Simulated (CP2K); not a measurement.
# GaGe under changes of volume

One of the cells (24.335 Å³/atom); the others are scaled copies at fixed shape and fractional positions:

```
Ge Ga
1.0
     4.09817    0.00000    0.00000
     2.04909    3.54912    0.00000
     2.04909    1.18304    3.34614
Ge Ga
1 1
Cartesian
  0.0000 0.0000 0.0000
  2.0491 1.1830 0.8365
```

The cell comes from a database or a generator and needn't be the stable form of this composition.

```yaml
Program: CP2K 2026.2
Functional: LDA
Potentials_or_basis: GTH_POTENTIALS Ge GTH-PADE-q4, Ga GTH-PADE-q13; TZVP-MOLOPT-PBE-GTH basis
Density_cutoff: 6123 eV
k_mesh: 8 × 8 × 8
Occupations: fermi-dirac, width 0.01 eV
Spin: no spin polarisation
```

```tsv
volume (Å³/atom)	energy over the lowest point (meV/atom)	pressure (GPa)
22.875	0.00	-1.4
23.361	5.93	-2.5
23.848	15.03	-3.5
24.335	26.93	-4.3
24.821	41.29	-5.1
25.308	57.83	-5.8
25.795	?	?
```

Problem. What does the run at 25.795 Å³/atom give?

Solution. Energy over the lowest point 76.27 meV/atom; pressure -6.4 GPa.

Worked out: A Birch-Murnaghan fit of order 3 (a polynomial in V^(-2/3)) to the other rows has its minimum at 22.34 Å³/atom, just outside them, with B0 = V·E''(V) = 62 GPa and B' = 4.7. It gives 76.30 meV/atom at 25.795 Å³/atom, against the run's 76.27, and -dE/dV = -6.4 GPa, against -6.4.

Energies are extrapolated to zero smearing.

Caveats: the basis of atomic orbitals isn't converged, which shifts pressures, moduli and gaps.
